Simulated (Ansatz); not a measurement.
# CH6BNZn: one species, many methods

The task here is to estimate one member of a computed series from the others.

Computed with Ansatz 0.2.0, Gaussian basis. Level: functionals in def2-TZVPP, the program's frozen cores in correlated methods.

Levels to be run: LDA (SPW92), PBE-D4, revPBE-D4, BLYP-D4, r2SCAN-D4, B97M-V, PBE0-D4, B3LYP-D4, r2SCANh-D4, r2SCAN0-D4, HSE06-D4, BHLYP-D4, CAM-B3LYP-D4, LC-ωPBE, ωB97X-V, ωB97M-V, B2PLYP, PBE-QIDH; CCSD(T)/def2-SVP; CCSD(T)/def2-TZVPP; MP2/def2-QZVPP; extrapolation to the limit; RPA on PBE.

### The geometry

An earlier PBE0-D4 in a triple-zeta def2 set relaxation fixed the geometry.

SMILES `B[CH2][Zn][NH2]`, 10 atoms, charge 0, spin multiplicity 1.

Atoms are counted from 1 here; the program's logs count them from 0.

Bond lengths: B1–C2 1.499 Å, B1–H5 1.202 Å, B1–H6 1.202 Å, C2–Zn3 1.987 Å, C2–H7 1.092 Å, C2–H8 1.092 Å, Zn3–N4 1.815 Å, N4–H9 1.009 Å, N4–H10 1.009 Å. Angles: C2–B1–H5 120.7°, C2–B1–H6 120.7°, H5–B1–H6 118.3°, B1–C2–Zn3 89.6°, B1–C2–H7 120.6°, B1–C2–H8 120.6°, Zn3–C2–H7 103.0°, Zn3–C2–H8 103.0°, H7–C2–H8 112.5°, C2–Zn3–N4 170.7°, Zn3–N4–H9 119.2°, Zn3–N4–H10 119.2°, H9–N4–H10 108.6°.

Coordinates:

```mol
CH6BNZn
  3D, bonds by distance, orders not assigned

 10  9  0  0  0  0  0  0  0  0999 V2000
   -1.5195   -0.2816   -0.8465 B   0  0
   -0.4788   -1.2986   -0.4852 C   0  0
    0.6152    0.1359    0.3465 Zn  0  0
    1.8054    1.2328    1.1688 N   0  0
   -1.4449    0.3354   -1.8759 H   0  0
   -2.3901    0.0091   -0.0697 H   0  0
   -0.6437   -1.9931    0.3412 H   0  0
    0.1880   -1.7066   -1.2476 H   0  0
    1.5556    1.6570    2.0501 H   0  0
    2.3129    1.9096    0.6183 H   0  0
  1  2  8  0
  2  3  8  0
  3  4  8  0
  1  5  8  0
  1  6  8  0
  2  7  8  0
  2  8  8  0
  4  9  8  0
  4 10  8  0
M  END
```

The first run:

File in.yaml:

```yaml
crystal:
  periodic: [false, false, false]
  atoms:
    - {symbol: B, position_ang: [-1.519503, -0.281552, -0.846485]}
    - {symbol: C, position_ang: [-0.478834, -1.298609, -0.485199]}
    - {symbol: Zn, position_ang: [0.615246, 0.135931, 0.346490]}
    - {symbol: N, position_ang: [1.805368, 1.232816, 1.168838]}
    - {symbol: H, position_ang: [-1.444889, 0.335423, -1.875880]}
    - {symbol: H, position_ang: [-2.390130, 0.009142, -0.069667]}
    - {symbol: H, position_ang: [-0.643721, -1.993126, 0.341160]}
    - {symbol: H, position_ang: [0.188002, -1.706583, -1.247619]}
    - {symbol: H, position_ang: [1.555569, 1.656958, 2.050096]}
    - {symbol: H, position_ang: [2.312912, 1.909600, 0.618265]}
basis:
  gaussian: {orbitals: def2-TZVPP}
hamiltonian: {xc: lda}
output: {orbitals: {seedname: orbitals}}
```

Run with:

```console
$ ansatz run in.yaml --threads 4 --pin off --events-out ev --progress --plain --max-ram 10444MiB
```

Among the steps run: LDA; PBE-D4 (GGA); revPBE-D4 (GGA); BLYP-D4 (GGA); r2SCAN-D4 (meta-GGA); B97M-V (meta-GGA); PBE0-D4 (hybrid); B3LYP-D4 (hybrid); r2SCANh-D4 (hybrid); r2SCAN0-D4 (hybrid); HSE06-D4 (hybrid); BHLYP-D4 (hybrid); CAM-B3LYP-D4 (range-separated); LC-ωPBE (range-separated); ωB97X-V (range-separated); ωB97M-V (range-separated); B2PLYP (double hybrid); PBE-QIDH (double hybrid).

One table of the session follows, with a row left open; its other results are not shown here.

It belongs to the step «Orbital energies across the functionals». 

| functional | HOMO (eV) | gap (eV) |
| --- | --- | --- |
| LDA (SPW92) | -5.96 | 3.81 |
| PBE-D4 | -5.74 | 3.87 |
| revPBE-D4 | -5.66 | 3.90 |
| BLYP-D4 | -5.61 | 3.88 |
| r2SCAN-D4 | -5.97 | 4.38 |
| B97M-V | -6.00 | 4.33 |
| PBE0-D4 | -7.02 | 6.02 |
| B3LYP-D4 | -6.79 | 5.59 |
| r2SCANh-D4 | -6.46 | 5.17 |
| r2SCAN0-D4 | -7.20 | 6.36 |
| HSE06-D4 | -6.61 | 5.24 |
| BHLYP-D4 | ? | ? |
| CAM-B3LYP-D4 | -8.46 | 8.45 |
| LC-ωPBE | -9.88 | 10.97 |
| ωB97X-V | -9.48 | 10.47 |
| ωB97M-V | -9.40 | 10.15 |

Estimate the missing values for BHLYP-D4.

Worked estimate for «HOMO (eV)». Against the share of exact exchange, BLYP-D4 (0, -5.61), B3LYP-D4 (0.2, -6.79) give a slope of -5.90 per unit share; at 0.5 the line stands at -8.56.

**Answer.** HOMO (eV): -8.23; gap (eV): 8.13. In «HOMO (eV)» the line misses by -0.33.
